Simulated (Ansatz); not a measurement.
Runs of Ansatz 0.2.0 on CsLiCr2Te2S3. Symmetry: Cm, No. 8, monoclinic system. The conventional cell has a = 6.843 Å, b = 10.361 Å, c = 7.978 Å, α = 90.00°, β = 111.21°, γ = 90.00°. Around Cs (site symmetry m) lie 5 S at 3.58 to 3.92 Å and 1 Li at 4.01 Å. Li (site symmetry m) has 3 S at 2.42 to 2.56 Å as nearest neighbours. Cr (site symmetry 1) has 3 S at 2.20 to 2.25 Å and 1 Te at 2.51 Å as nearest neighbours. Around Te (site symmetry 1) lie 1 Cr at 2.51 Å. S (site symmetry 1) has 2 Cr at 2.24 to 2.25 Å and 1 Li at 2.56 Å as nearest neighbours. S (site symmetry m) is surrounded by 2 Cr at 2.20 Å and 1 Li at 2.42 Å. The cell was built by a generator and needn't be a form met in nature.

| potentials or basis | cutoff (eV) | gap on the mesh (eV) | pressure (GPa) | moment (μB) | largest force (eV/Å) |
| --- | --- | --- | --- | --- | --- |
| JTH PAW | 1230 | none | 0.1 | 4.01 | 0.07 |
| Ansatz NC with PseudoDojo standard (PBE files) | 1279 | none | 0.0 | 4.01 | 0.02 |
| SPMS NC | 871 | none | 0.3 | 4.03 | (a) |
| PseudoDojo standard (PBE files) | 1279 | none | 0.3 | 4.03 | 0.07 |
| Ansatz PAW earlier set | 1070 | none | 0.0 | 4.01 | 0.02 |

Alike in all rows: task single point; level PBE; spin collinear, ferromagnetic start; cell as given; k mesh 5 × 5 × 4; smearing fermi-dirac 0.05 eV.

Task: Estimate the missing entries.

Result: (a) 0.09.

Caveats: only a ferromagnetic start was run, and an antiferromagnetic order may lie lower in energy.

A k mesh can miss the band edges, and the runs leave out spin-orbit coupling on Cs, Te.

A gap of «none» marks a metal or a gap under the smearing width.

Not every run made on this cell is shown here.
